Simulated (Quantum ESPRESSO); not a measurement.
## ZnS3 in Quantum ESPRESSO: the effect of target pressure

The system is ZnS3.

```
Zn S
1.0
     0.00000    3.18080    3.18080
     3.18080    0.00000    3.18080
     3.18080    3.18080    0.00000
Zn S
1 3
Direct
  0.00000 0.00000 0.00000
  0.25000 0.25000 0.25000
  0.75000 0.75000 0.75000
  0.50000 0.50000 0.50000
```

The cell was built by a generator and needn't be a form met in nature.

Alike in all runs:

* Program: Quantum ESPRESSO 7.5
* Task: phonons
* Functional: PBE
* Potentials or basis: SG15 PBE 1.2
* Cutoff: 952 eV
* Density cutoff: 3810 eV
* k mesh: 2 × 2 × 2, shifted
* Occupations: fermi-dirac, width 0.05 eV
* Spin: no spin polarisation

Each run relaxes the cell or the atoms first.

| target pressure | relaxed volume (Å³/atom) | highest phonon frequency (cm⁻¹) |
| --- | --- | --- |
| 0 GPa | 16.01 | 80 |
| 2 GPa | 15.60 | 93 |
| 5 GPa | ? | ? |
| 10 GPa | 14.40 | 133 |
| 15 GPa | 13.84 | 156 |

**Question.** What does the run with target pressure 5 GPa give?

**Answer.** Relaxed volume 15.09 Å³/atom; highest phonon frequency 109 cm⁻¹.

Worked out: In Murnaghan's law V^(-B') rises as a straight line in P. The other rows fit best with B' = 4.3, V0 = 16.01 Å³/atom and B0 = 74 GPa, which gives 15.09 Å³/atom at 5 GPa, against the run's 15.09. A parabola through the other rows of the highest phonon frequency, of slope 5.28 cm⁻¹ per GPa there, gives 108 cm⁻¹, against the run's 109.

Caveats: all runs use coarse meshes; the mesh is thin for the phonons of a metal; some modes are imaginary; the cell is more than 3 GPa from zero pressure, which shifts response properties (some runs).
